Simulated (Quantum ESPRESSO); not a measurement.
# In2H in Quantum ESPRESSO: settings compared, part 3 of 3

Quantum ESPRESSO 7.5. The steps go on from the part before.

### 5 Work function, RPBE

pw.in reads:

```
&CONTROL
  calculation = 'scf'
  prefix = 'pwscf'
  outdir = './tmp'
  pseudo_dir = './pseudo'
  tprnfor = .true.
  disk_io = 'low'
  tefield = .true.
  dipfield = .true.
/
&SYSTEM
  ibrav = 0
  celldm(1) = 8
  nat = 3
  ntyp = 2
  ecutwfc = 70
  nbnd = 21
  input_dft = 'rpbe'
  occupations = 'smearing'
  smearing = 'fd'
  degauss = 0.00367493
  edir = 3
  emaxpos = 0.7692
  eopreg = 0.0392
  eamp = 0
/
&ELECTRONS
  conv_thr = 3d-09
  electron_maxstep = 150
  mixing_beta = 0.3
  mixing_mode = 'local-TF'
/
ATOMIC_SPECIES
In   114.8180 In_ONCV_PBE-1.2.upf
H      1.0080 H_ONCV_PBE-1.2.upf
CELL_PARAMETERS alat
  1.1706097451607   0.0000000000000   0.0000000000000
 -0.5853048725803   1.0137766497627  -0.0000000000000
  0.0000000000000  -0.0000000000000   6.0204477523957
ATOMIC_POSITIONS crystal
In     0.3333300000    0.6666700000    0.2886700000
In     0.6666700000    0.3333300000    0.2886700000
H      0.0000000000    0.0000000000    0.2889200000
K_POINTS automatic
6 6 1 0 0 0
```

pp_density.in reads:

```
&INPUTPP
  prefix = 'pwscf'
  outdir = './tmp'
  filplot = 'density.dat'
  plot_num = 0
/
&PLOT
  nfile = 1
  filepp(1) = 'density.dat'
  iflag = 3
  output_format = 6
  fileout = 'density.cube'
/
```

pp_potential.in reads:

```
&INPUTPP
  prefix = 'pwscf'
  outdir = './tmp'
  filplot = 'potential.dat'
  plot_num = 11
/
&PLOT
  nfile = 1
  filepp(1) = 'potential.dat'
  iflag = 3
  output_format = 6
  fileout = 'potential.cube'
/
```

pp_elf.in reads:

```
&INPUTPP
  prefix = 'pwscf'
  outdir = './tmp'
  filplot = 'elf.dat'
  plot_num = 8
/
&PLOT
  nfile = 1
  filepp(1) = 'elf.dat'
  iflag = 3
  output_format = 6
  fileout = 'elf.cube'
/
```

Potentials or basis: SG15 PBE 1.2.

Command:

```bash
$ OMP_NUM_THREADS=1 mpirun -n 2 pw.x -nk 2 -in pw.in > pw.out
$ OMP_NUM_THREADS=1 mpirun -n 1 pp.x -in pp_density.in > pp_density.out
$ OMP_NUM_THREADS=1 mpirun -n 1 pp.x -in pp_potential.in > pp_potential.out
$ OMP_NUM_THREADS=1 mpirun -n 1 pp.x -in pp_elf.in > pp_elf.out
```

pw.out:

```text
This program is part of the open-source Quantum ESPRESSO suite
     for quantum simulation of materials; please cite
         "P. Giannozzi et al., J. Phys.:Condens. Matter 21 395502 (2009);
         "P. Giannozzi et al., J. Phys.:Condens. Matter 29 465901 (2017);
         "P. Giannozzi et al., J. Chem. Phys. 152 154105 (2020);
     in publications or presentations arising from this work. More details at

     Presently no symmetry can be used with electric field

     IMPORTANT: XC functional enforced from input :
     Exchange-correlation= RPBE
                           (   1   4  44   4   0   0   0)
     Any further DFT definition will be discarded
     Please, verify this is what you really want

     K-points division:     npool     =       2
     Subspace diagonalization in iterative solution of the eigenvalue problem:
     a serial algorithm will be used

     G-vector sticks info
     --------------------
     sticks:   dense  smooth     PW     G-vecs:    dense   smooth      PW
     Sum        1675    1675    499               289055   289055   45709

     Using Slab Decomposition

     bravais-lattice index     =            0
     lattice parameter (alat)  =       8.0000  a.u.
     unit-cell volume          =    3658.0798 (a.u.)^3
     number of atoms/cell      =            3
     number of atomic types    =            2
     number of electrons       =        27.00
     number of Kohn-Sham states=           21
     kinetic-energy cutoff     =      70.0000  Ry
     charge density cutoff     =     280.0000  Ry
     scf convergence threshold =      3.0E-09
     mixing beta               =       0.3000
     number of iterations used =            8  local-TF  mixing
     Exchange-correlation= RPBE
                           (   1   4  44   4   0   0   0)

     celldm(1)=   8.000000  celldm(2)=   0.000000  celldm(3)=   0.000000
     celldm(4)=   0.000000  celldm(5)=   0.000000  celldm(6)=   0.000000

     crystal axes: (cart. coord. in units of alat)
               a(1) = (   1.170610   0.000000   0.000000 )
               a(2) = (  -0.585305   1.013777  -0.000000 )
               a(3) = (   0.000000  -0.000000   6.020448 )

     reciprocal axes: (cart. coord. in units 2 pi/alat)
               b(1) = (  0.854256  0.493205  0.000000 )
               b(2) = ( -0.000000  0.986411  0.000000 )
               b(3) = ( -0.000000  0.000000  0.166101 )

     PseudoPot. # 1 for In read from file:
     In_ONCV_PBE-1.2.upf
     Pseudo is Norm-conserving, Zval = 13.0
     Generated using ONCVPSP code by D. R. Hamann
     Using radial grid of  602 points,  6 beta functions with:
                l(1) =   0
                l(2) =   0
                l(3) =   1
                l(4) =   1
                l(5) =   2
                l(6) =   2

     PseudoPot. # 2 for H  read from file:
     H_ONCV_PBE-1.2.upf
     Pseudo is Norm-conserving, Zval =  1.0
     Generated using ONCVPSP code by D. R. Hamann
     Using radial grid of  602 points,  2 beta functions with:
                l(1) =   0
                l(2) =   0

     atomic species   valence    mass     pseudopotential
     In               13.00   114.81800     In( 1.00)
     H                 1.00     1.00800     H ( 1.00)

     No symmetry found

   Cartesian axes

     site n.     atom                  positions (alat units)
         1        In     tau(   1) = (  -0.0000059   0.6758545   1.7379227  )
         2        In     tau(   2) = (   0.5853107   0.3379222   1.7379227  )
         3        H      tau(   3) = (   0.0000000   0.0000000   1.7394278  )

     number of k points=    20  Fermi-Dirac smearing, width (Ry)=  0.0037
                       cart. coord. in units 2pi/alat
        k(    1) = (   0.0000000   0.0000000   0.0000000), wk =   0.0555556
        k(    2) = (   0.0000000   0.1644018   0.0000000), wk =   0.1111111
        k(    3) = (   0.0000000   0.3288035   0.0000000), wk =   0.1111111
        k(    4) = (   0.0000000  -0.4932053   0.0000000), wk =   0.0555556
        k(    5) = (   0.1423759   0.0822009   0.0000000), wk =   0.1111111
        k(    6) = (   0.1423759   0.2466026   0.0000000), wk =   0.1111111
[... 12 lines left out ...]
        k(   19) = (  -0.4271278   0.0822009   0.0000000), wk =   0.1111111
        k(   20) = (  -0.4271278  -0.7398079   0.0000000), wk =   0.0555556

     Dense  grid:   289055 G-vectors     FFT dimensions: (  50,  50, 270)

     Initial potential from superposition of free atoms

     starting charge      26.7887, renormalised to      27.0000

     negative rho (up, down):  1.365E-03 0.000E+00

     Adding external electric field

     Computed dipole along edir(3) :
        Dipole               -0.0001 Ry au,         -0.0002 Debye
        Dipole field         -0.0000 Ry au,

        Potential amp.        0.0000 Ry
        Total length         46.2756 bohr

     Starting wfcs are random

     Self-consistent Calculation

     iteration #  1     ecut=    70.00 Ry     beta= 0.30
     Davidson diagonalization with overlap
     ethr =  1.00E-02,  avg # of iterations = 12.8

     Threshold (ethr) on eigenvalues was too large:
     Diagonalizing with lowered threshold

     Davidson diagonalization with overlap
     ethr =  7.89E-04,  avg # of iterations =  2.9

     negative rho (up, down):  3.390E-04 0.000E+00

     Adding external electric field

     Computed dipole along edir(3) :
        Dipole               -0.0001 Ry au,         -0.0003 Debye
        Dipole field         -0.0000 Ry au,

        Potential amp.        0.0000 Ry
        Total length         46.2756 bohr

     total energy              =    -210.33727425 Ry
     estimated scf accuracy    <       0.19300516 Ry

     iteration #  2     ecut=    70.00 Ry     beta= 0.30
     Davidson diagonalization with overlap
     ethr =  7.15E-04,  avg # of iterations =  1.1

     negative rho (up, down):  7.204E-08 0.000E+00

     Adding external electric field

     Computed dipole along edir(3) :
        Dipole               -0.0003 Ry au,         -0.0006 Debye
        Dipole field         -0.0000 Ry au,

        Potential amp.        0.0001 Ry
        Total length         46.2756 bohr

     total energy              =    -210.28815318 Ry
     estimated scf accuracy    <       0.10231298 Ry

     iteration #  3     ecut=    70.00 Ry     beta= 0.30
     Davidson diagonalization with overlap
     ethr =  3.79E-04,  avg # of iterations =  3.0

     negative rho (up, down):  6.205E-08 0.000E+00

     Adding external electric field

     Computed dipole along edir(3) :
        Dipole               -0.0003 Ry au,         -0.0007 Debye
        Dipole field         -0.0000 Ry au,

        Potential amp.        0.0001 Ry
        Total length         46.2756 bohr

     total energy              =    -210.30769889 Ry
     estimated scf accuracy    <       0.00743843 Ry
[... 126 lines left out ...]
     total energy              =    -210.30818872 Ry
     estimated scf accuracy    <       0.00000900 Ry

     iteration # 12     ecut=    70.00 Ry     beta= 0.30
     Davidson diagonalization with overlap
     ethr =  3.63E-09,  avg # of iterations =  4.7

     negative rho (up, down):  4.945E-07 0.000E+00

     Adding external electric field

     Computed dipole along edir(3) :
        Dipole               -0.0008 Ry au,         -0.0019 Debye
        Dipole field         -0.0000 Ry au,

        Potential amp.        0.0002 Ry
        Total length         46.2756 bohr

     total energy              =    -210.30819099 Ry
     estimated scf accuracy    <       0.00000158 Ry
[... 23 lines left out ...]
     Computed dipole along edir(3) :
        Dipole               -0.0008 Ry au,         -0.0019 Debye
        Dipole field         -0.0000 Ry au,

        Potential amp.        0.0002 Ry
        Total length         46.2756 bohr

     End of self-consistent calculation

          k = 0.0000 0.0000 0.0000 ( 36189 PWs)   bands (ev):

   -17.2474 -17.1163 -17.1162 -17.1034 -17.1034 -16.8617 -16.8617 -16.8479
   -16.8479 -16.8387  -9.6383  -2.9465  -2.2805  -1.7112  -1.2999  -1.2996
     0.7010   1.3079   1.5700   1.7481   1.7483

          k = 0.0000 0.1644 0.0000 ( 36267 PWs)   bands (ev):

   -17.2475 -17.1636 -17.1546 -17.1228 -17.1053 -16.8752 -16.8552 -16.8476
   -16.7827 -16.7779  -9.4124  -3.7236  -2.7202  -2.5928  -1.7674   0.3689
     0.9244   1.5296   1.7959   2.3052   2.4291
[... 79 lines left out ...]
          k = 0.2848-0.0000 0.0000 ( 36231 PWs)   bands (ev):

   -17.2794 -17.2033 -17.1957 -17.1347 -17.0823 -16.9015 -16.8440 -16.8412
   -16.7673 -16.6645  -8.9604  -4.9652  -3.9597  -2.2815  -1.0189   0.9294
     1.2725   1.3657   1.9630   2.2485   2.8460

          k =-0.4271-0.2466 0.0000 ( 36082 PWs)   bands (ev):

   -17.3045 -17.2732 -17.1883 -17.1409 -17.0611 -16.9270 -16.8687 -16.8375
   -16.6553 -16.6387  -7.9165  -7.0513  -3.1813  -2.6351  -1.4362  -0.1792
     2.6276   2.7147   3.1628   3.3077   3.3086

          k =-0.4271-0.0822 0.0000 ( 36137 PWs)   bands (ev):

   -17.3366 -17.2297 -17.1957 -17.1467 -17.0472 -16.9398 -16.8455 -16.8327
   -16.7389 -16.5820  -8.0903  -6.5132  -4.6581  -1.5086  -0.8417   0.0568
     2.2077   2.4168   2.5919   3.1244   3.1544

          k =-0.4271 0.0822 0.0000 ( 36137 PWs)   bands (ev):

   -17.3365 -17.2297 -17.1958 -17.1467 -17.0472 -16.9398 -16.8455 -16.8327
   -16.7390 -16.5820  -8.0904  -6.5131  -4.6581  -1.5086  -0.8418   0.0568
     2.2077   2.4168   2.5919   3.1244   3.1544

          k =-0.4271-0.7398 0.0000 ( 36082 PWs)   bands (ev):

   -17.3044 -17.2732 -17.1883 -17.1409 -17.0611 -16.9270 -16.8687 -16.8374
   -16.6554 -16.6387  -7.9166  -7.0511  -3.1813  -2.6352  -1.4363  -0.1791
     2.6276   2.7147   3.1628   3.3077   3.3086

     the Fermi energy is    -2.2599 ev

!    total energy              =    -210.30819135 Ry
     estimated scf accuracy    <          1.3E-09 Ry
     smearing contrib. (-TS)   =      -0.00141611 Ry
     internal energy E=F+TS    =    -210.30677525 Ry

     The total energy is F=E-TS. E is the sum of the following terms:
     one-electron contribution =    -907.25502949 Ry
     hartree contribution      =     458.22237995 Ry
     xc contribution           =     -28.63226413 Ry
     ewald contribution        =     267.35813842 Ry
     electric field correction =       0.00000000 Ry

     convergence has been achieved in  14 iterations

     Forces acting on atoms (cartesian axes, Ry/au):

     atom    1 type  1   force =     0.00000981   -0.00000621    0.00003420
     atom    2 type  1   force =    -0.00001189    0.00000712    0.00003842
     atom    3 type  2   force =     0.00000207   -0.00000092   -0.00007262

     Total force =     0.000091     Total SCF correction =     0.000099
     SCF correction compared to forces is large: reduce conv_thr to get better values

=------------------------------------------------------------------------------=
   JOB DONE.
=------------------------------------------------------------------------------=
```

Run time: 4.4 min. Hardware: 2 MPI ranks of Arm Neoverse V2, shared host; peak memory 1.1 GiB.

Results:

- Free energy: -2861.3887 eV
- Band gap on the k mesh: none (metal or under the smearing width)
- Dipole across the slab: 0.00 D
- Work function of the upper face: 3.77 eV
- Work function of the lower face: 3.76 eV

Levels at points of the mesh, in eV from the Fermi level:
| k point | band 12 | band 13 | band 14 | band 15 | band 16 | band 17 |
| --- | --- | --- | --- | --- | --- | --- |
| (0.00, 0.00, 0.00) | -0.69 | -0.02 | 0.55 | 0.96 | 0.96 | 2.96 |
| (0.00, -0.50, 0.00) | -4.79 | -0.92 | -0.38 | 0.82 | 2.08 | 4.89 |
| (-0.50, 0.00, 0.00) | -4.79 | -0.92 | -0.38 | 0.82 | 2.08 | 4.89 |
| (-0.50, -0.50, 0.00) | -4.79 | -0.92 | -0.38 | 0.82 | 2.08 | 4.89 |

### 6 Work function, revPBE

pw.in: that of step 5 with these lines changed.

```diff
@@ -17,3 +17,3 @@
   nbnd = 21
-  input_dft = 'rpbe'
+  input_dft = 'revpbe'
   occupations = 'smearing'
```

pp_density.in is that of step 5.

pp_potential.in is that of step 5.

pp_elf.in is that of step 5.

Potentials or basis: SG15 PBE 1.2.

Command:

```bash
$ OMP_NUM_THREADS=1 mpirun -n 2 pw.x -nk 2 -in pw.in > pw.out
$ OMP_NUM_THREADS=1 mpirun -n 1 pp.x -in pp_density.in > pp_density.out
$ OMP_NUM_THREADS=1 mpirun -n 1 pp.x -in pp_potential.in > pp_potential.out
$ OMP_NUM_THREADS=1 mpirun -n 1 pp.x -in pp_elf.in > pp_elf.out
```

pw.out:

```text
This program is part of the open-source Quantum ESPRESSO suite
     for quantum simulation of materials; please cite
         "P. Giannozzi et al., J. Phys.:Condens. Matter 21 395502 (2009);
         "P. Giannozzi et al., J. Phys.:Condens. Matter 29 465901 (2017);
         "P. Giannozzi et al., J. Chem. Phys. 152 154105 (2020);
     in publications or presentations arising from this work. More details at

     Presently no symmetry can be used with electric field

     IMPORTANT: XC functional enforced from input :
     Exchange-correlation= REVPBE
                           (   1   4   4   4   0   0   0)
     Any further DFT definition will be discarded
     Please, verify this is what you really want

     K-points division:     npool     =       2
     Subspace diagonalization in iterative solution of the eigenvalue problem:
     a serial algorithm will be used

     G-vector sticks info
     --------------------
     sticks:   dense  smooth     PW     G-vecs:    dense   smooth      PW
     Sum        1675    1675    499               289055   289055   45709

     Using Slab Decomposition

     bravais-lattice index     =            0
     lattice parameter (alat)  =       8.0000  a.u.
     unit-cell volume          =    3658.0798 (a.u.)^3
     number of atoms/cell      =            3
     number of atomic types    =            2
     number of electrons       =        27.00
     number of Kohn-Sham states=           21
[... 92 lines left out ...]
        Total length         46.2756 bohr

     Starting wfcs are random

     Self-consistent Calculation

     iteration #  1     ecut=    70.00 Ry     beta= 0.30
     Davidson diagonalization with overlap
     ethr =  1.00E-02,  avg # of iterations = 12.9

     Threshold (ethr) on eigenvalues was too large:
     Diagonalizing with lowered threshold

     Davidson diagonalization with overlap
     ethr =  7.80E-04,  avg # of iterations =  2.6

     negative rho (up, down):  3.456E-04 0.000E+00
[... 259 lines left out ...]
        Potential amp.        0.0002 Ry
        Total length         46.2756 bohr

     End of self-consistent calculation

          k = 0.0000 0.0000 0.0000 ( 36189 PWs)   bands (ev):

   -17.2239 -17.0920 -17.0919 -17.0802 -17.0802 -16.8364 -16.8364 -16.8242
   -16.8242 -16.8132  -9.6595  -2.9611  -2.2876  -1.7368  -1.3207  -1.3205
     0.8155   1.3799   1.5522   1.7243   1.7246
[... 99 lines left out ...]
   -17.3144 -17.2067 -17.1721 -17.1226 -17.0227 -16.9148 -16.8206 -16.8072
   -16.7142 -16.5569  -8.1122  -6.5349  -4.6750  -1.5245  -0.8576   0.0417
     2.2692   2.4462   2.6543   3.1364   3.1533

          k =-0.4271 0.0822 0.0000 ( 36137 PWs)   bands (ev):

   -17.3143 -17.2067 -17.1721 -17.1226 -17.0226 -16.9148 -16.8206 -16.8072
   -16.7143 -16.5569  -8.1123  -6.5348  -4.6750  -1.5245  -0.8576   0.0418
     2.2692   2.4462   2.6543   3.1364   3.1532

          k =-0.4271-0.7398 0.0000 ( 36082 PWs)   bands (ev):

   -17.2819 -17.2507 -17.1646 -17.1168 -17.0367 -16.9019 -16.8437 -16.8120
   -16.6303 -16.6139  -7.9388  -7.0718  -3.1942  -2.6579  -1.4533  -0.1896
     2.7361   2.8156   3.2406   3.3059   3.3840

     the Fermi energy is    -2.2750 ev

!    total energy              =    -210.26922193 Ry
     estimated scf accuracy    <          1.9E-09 Ry
     smearing contrib. (-TS)   =      -0.00139225 Ry
     internal energy E=F+TS    =    -210.26782967 Ry

     The total energy is F=E-TS. E is the sum of the following terms:
     one-electron contribution =    -907.27392280 Ry
     hartree contribution      =     458.23238238 Ry
     xc contribution           =     -28.58442768 Ry
     ewald contribution        =     267.35813842 Ry
     electric field correction =       0.00000000 Ry

     convergence has been achieved in  16 iterations

     Forces acting on atoms (cartesian axes, Ry/au):

     atom    1 type  1   force =     0.00000952   -0.00000311    0.00003491
     atom    2 type  1   force =    -0.00000873    0.00000266    0.00003584
     atom    3 type  2   force =    -0.00000080    0.00000045   -0.00007075

     Total force =     0.000088     Total SCF correction =     0.000048
     SCF correction compared to forces is large: reduce conv_thr to get better values

=------------------------------------------------------------------------------=
   JOB DONE.
=------------------------------------------------------------------------------=
```

pp_potential.out:

```text
This program is part of the open-source Quantum ESPRESSO suite
     for quantum simulation of materials; please cite
         "P. Giannozzi et al., J. Phys.:Condens. Matter 21 395502 (2009);
         "P. Giannozzi et al., J. Phys.:Condens. Matter 29 465901 (2017);
         "P. Giannozzi et al., J. Chem. Phys. 152 154105 (2020);
     in publications or presentations arising from this work. More details at

[... 33 lines left out ...]
     Writing data to file  potential.dat
     Reading data from file  potential.dat

     Writing data to be plotted to file potential.cube
     Plot Type: 3D                     Output format: Gaussian cube

=------------------------------------------------------------------------------=
   JOB DONE.
=------------------------------------------------------------------------------=
```

Run time: 4.9 min. Hardware: 2 MPI ranks of Arm Neoverse V2, shared host; peak memory 1.1 GiB.

Results:

```yaml
Free_energy: -2860.8585 eV
Band_gap_on_the_k_mesh: none (metal or under the smearing width)
Dipole_across_the_slab: 0.00 D
Work_function_of_the_upper_face: 3.78 eV
Work_function_of_the_lower_face: 3.77 eV
```

### 7 Summary

```csv
level,form of the LDA correlation,gap on the mesh (eV),work function (eV)
LDA,PZ81,none,4.27
PBEsol,-,none,4.02
PBE,-,none,3.93
RPBE,-,none,3.77
revPBE,-,none,3.78
```

Alike in all rows: task work function; potentials or basis SG15 PBE 1.2; no spin polarisation; cell as given; k mesh 6 × 6 × 1; cutoff (eV) 952; smearing fermi-dirac 0.05 eV.

Every run on the cell as given and a fine mesh finds a metal.

Absolute energies hang on the potentials; compare differences alone.
